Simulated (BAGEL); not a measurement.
**PBE0/cc-pVDZ (density fitting with cc-pvqz-jkfit) run of GeCl4 (germanium tetrachloride)**

Aim: the energy change on altering one bond length of GeCl4 (germanium tetrachloride) at PBE0/cc-pVDZ (density fitting with cc-pvqz-jkfit), from 2 runs. 

Program for the calculation: BAGEL 1.2.2.

6 further runs of the same task are left out: 3 that didn't finish, 3 set aside as unsound or not needed. Runs told in other sessions of the task aren't counted.

## Step 1: The molecule

The species is GeCl4 (5 atoms), meant as a singlet with charge 0. As SMILES, `[Cl][Ge]([Cl])([Cl])[Cl]`. The shape is that of a PBE0-D4/def2-TZVP optimisation.

Bond lengths: Cl1–Ge2 2.116 Å, Ge2–Cl3 2.116 Å, Ge2–Cl4 2.116 Å, Ge2–Cl5 2.116 Å. Angles: Cl1–Ge2–Cl3 109.5°, Cl1–Ge2–Cl4 109.5°, Cl1–Ge2–Cl5 109.5°, Cl3–Ge2–Cl4 109.5°, Cl3–Ge2–Cl5 109.5°, Cl4–Ge2–Cl5 109.5°.

## Step 2: The energy at PBE0/cc-pVDZ (density fitting with cc-pvqz-jkfit)

File input.json:

```json
{ "bagel" : [

{
  "title" : "molecule",
  "basis" : "cc-pvdz.json",
  "df_basis" : "cc-pvqz-jkfit",
  "angstrom" : true,
  "geometry" : [
    { "atom" : "Cl", "xyz" : [   -0.989190,   -0.081580,    1.868640 ] },
    { "atom" : "Ge", "xyz" : [    0.000090,   -0.000040,    0.000100 ] },
    { "atom" : "Cl", "xyz" : [    1.631480,   -1.347370,    0.005960 ] },
    { "atom" : "Cl", "xyz" : [   -1.351400,   -0.535660,   -1.537220 ] },
    { "atom" : "Cl", "xyz" : [    0.709020,    1.964660,   -0.337480 ] }
  ]
},
{
  "title" : "ks",
  "xc_func" : "pbe0"
},
{
  "title" : "print",
  "file" : "orbitals.molden",
  "orbitals" : true
}

]}
```

The basis set cc-pVDZ is read from a file made from the Basis Set Exchange's data (not shown).

Started as:

```console
$ BAGEL_NUM_THREADS=1 BAGEL input.json > input.out
```

What it wrote:

```text
* using 1 threads per process

  ===============================================================
  ===============================================================

  *** Geometry ***

  { "atom" : "Cl", "xyz" : [     -1.869298,     -0.154164,      3.531218 ] },
  { "atom" : "Ge", "xyz" : [      0.000170,     -0.000076,      0.000189 ] },
  { "atom" : "Cl", "xyz" : [      3.083050,     -2.546160,      0.011263 ] },
  { "atom" : "Cl", "xyz" : [     -2.553776,     -1.012251,     -2.904925 ] },
  { "atom" : "Cl", "xyz" : [      1.339854,      3.712669,     -0.637745 ] },

  Number of auxiliary basis functions:      810

  Since a DF basis is specified, we compute 2- and 3-index integrals:
    o Being stored without compression. Storage requirement is 0.064 GB

  Number of basis functions:       99
  Number of electrons      :      100

    * METHOD: MOLECULE                             0.80

  *** Kohn-Sham DFT ***

    * Removing 10136 points whose weight is below 1.00e-10
    * Grid points: 64394

  === Nuclear Repulsion ===
   809.8010382170

       - DIIS with orbital gradients will be used.

  === KS iteration (pbe0 / cc-pvdz.json) ===
      0      -3870.88289107          0.11970064           0.76
      1      -3810.26538906          0.19049171           0.74
      2      -3873.28001615          0.08730424           0.75
      3      -3910.70517623          0.07846603           0.75
      4      -3877.52639286          0.18511431           0.76
      5      -3903.53146005          0.12765336           0.76
      6      -3900.31156641          0.14419806           0.75
      7      -3903.38030972          0.12589078           0.76
      8      -3904.24866924          0.08973814           0.76
      9      -3915.20361116          0.04521269           0.75
     10      -3916.89268357          0.01332141           0.76
     11      -3917.06623808          0.00386399           0.74
     12      -3917.09165953          0.00174573           0.76
     13      -3917.09853174          0.00024955           0.74
     14      -3917.09863232          0.00005285           0.74
     15      -3917.09863872          0.00000630           0.75
     16      -3917.09863877          0.00000102           0.74
     17      -3917.09863877          0.00000039           0.74
     18      -3917.09863877          0.00000010           0.70
     19      -3917.09863877          0.00000005           0.73
     20      -3917.09863877          0.00000001           0.75
     21      -3917.09863877          0.00000000           0.74
    * SCF iteration converged.

    * Permanent dipole moment:
           (   -0.000259,     0.000054,    -0.000253) a.u.

    * METHOD: KS                                  16.87

    * METHOD: PRINT                                0.02

  ===============================================================
```

Wall time 18 s (1 thread of Arm Neoverse V1, shared host); peak memory 0.45 GiB.

## Step 3: The distorted shape

File calc.json:

```json
{ "bagel": [

{
  "title": "molecule",
  "basis": "cc-pvdz.json",
  "df_basis": "cc-pvqz-jkfit",
  "angstrom": "true",
  "geometry": [
    { "atom": "Cl", "xyz": [   -1.804919,    0.592113,    1.865710 ] },
    { "atom": "Ge", "xyz": [   -0.815639,    0.673653,   -0.002830 ] },
    { "atom": "Cl", "xyz": [    1.631480,   -1.347370,    0.005960 ] },
    { "atom": "Cl", "xyz": [   -2.167129,    0.138033,   -1.540150 ] },
    { "atom": "Cl", "xyz": [   -0.106709,    2.638353,   -0.340410 ] }
  ]
},
{
  "title": "ks",
  "xc_func": "pbe0",
  "charge": 0
},
{
  "title": "print",
  "file": "orbitals.molden",
  "orbitals": "true"
}

]}
```

The basis set cc-pVDZ is read from a file made from the Basis Set Exchange's data (not shown).

Started as:

```console
$ BAGEL_NUM_THREADS=1 BAGEL calc.json > calc.out
```

What it wrote:

```text
* using 1 threads per process

  ===============================================================
  ===============================================================

  *** Geometry ***

  { "atom" : "Cl", "xyz" : [     -3.410803,      1.118931,      3.525681 ] },
  { "atom" : "Ge", "xyz" : [     -1.541334,      1.273020,     -0.005348 ] },
  { "atom" : "Cl", "xyz" : [      3.083050,     -2.546160,      0.011263 ] },
  { "atom" : "Cl", "xyz" : [     -4.095280,      0.260845,     -2.910462 ] },
  { "atom" : "Cl", "xyz" : [     -0.201651,      4.985765,     -0.643282 ] },

  Number of auxiliary basis functions:      810

  Since a DF basis is specified, we compute 2- and 3-index integrals:
    o Being stored without compression. Storage requirement is 0.064 GB

  Number of basis functions:       99
  Number of electrons      :      100

    * METHOD: MOLECULE                             0.82

  *** Kohn-Sham DFT ***

    * Removing 9214 points whose weight is below 1.00e-10
    * Grid points: 65316

  === Nuclear Repulsion ===
   736.8437139308

       - DIIS with orbital gradients will be used.

  === KS iteration (pbe0 / cc-pvdz.json) ===
      0      -3867.88071780          0.12194148           0.81
      1      -3744.01677747          0.14153873           0.79
      2      -3701.94198333          0.10314635           0.78
      3      -3829.43361359          0.14724929           0.76
      4      -3912.24349523          0.05268025           0.77
      5      -3914.51968023          0.03116508           0.78
      6      -3915.50316659          0.02550752           0.79
      7      -3916.66860822          0.01145647           0.79
      8      -3915.12074601          0.02866235           0.78
      9      -3916.99500551          0.00154202           0.80
     10      -3916.99925692          0.00065903           0.80
     11      -3917.00017191          0.00036355           0.80
     12      -3917.00042760          0.00006328           0.80
     13      -3917.00043680          0.00001055           0.80
     14      -3917.00043696          0.00000609           0.80
     15      -3917.00043703          0.00000121           0.80
     16      -3917.00043703          0.00000052           0.83
     17      -3917.00043703          0.00000026           0.82
     18      -3917.00043703          0.00000007           0.81
     19      -3917.00043703          0.00000003           0.82
     20      -3917.00043703          0.00000001           0.82
     21      -3917.00043703          0.00000001           0.81
    * SCF iteration converged.

    * Permanent dipole moment:
           (    1.252502,    -1.034555,     0.004357) a.u.

    * METHOD: KS                                  17.98

    * METHOD: PRINT                                0.02

  ===============================================================
```

Wall time 19 s (1 thread of Arm Neoverse V1, shared host); peak memory 0.45 GiB.

## Step 4: Summary of results

Level: PBE0/cc-pVDZ (density fitting with cc-pvqz-jkfit).

```
                                                           quantity           value
                                          first shape: total energy  -3917.09864 Eh
                                         first shape: dipole moment          0.00 D
                                           first shape: HOMO energy        -9.63 eV
                                           first shape: LUMO energy        -2.27 eV
                                         first shape: HOMO–LUMO gap         7.36 eV
                                      distorted shape: total energy  -3917.00044 Eh
                                     distorted shape: dipole moment          4.13 D
                                       distorted shape: HOMO energy        -8.08 eV
                                       distorted shape: LUMO energy        -5.30 eV
                                     distorted shape: HOMO–LUMO gap         2.78 eV
energy change with the Ge2–Cl3 bond stretched from 2.116 to 3.174 Å        2.672 eV
```

In words: With the Ge2–Cl3 bond stretched from 2.116 to 3.174 Å the energy rises by 2.67 eV (62 kcal/mol). The first shape isn't relaxed at this level, so the change isn't measured from a minimum. A restricted reference can't describe the breaking bond well at this length.
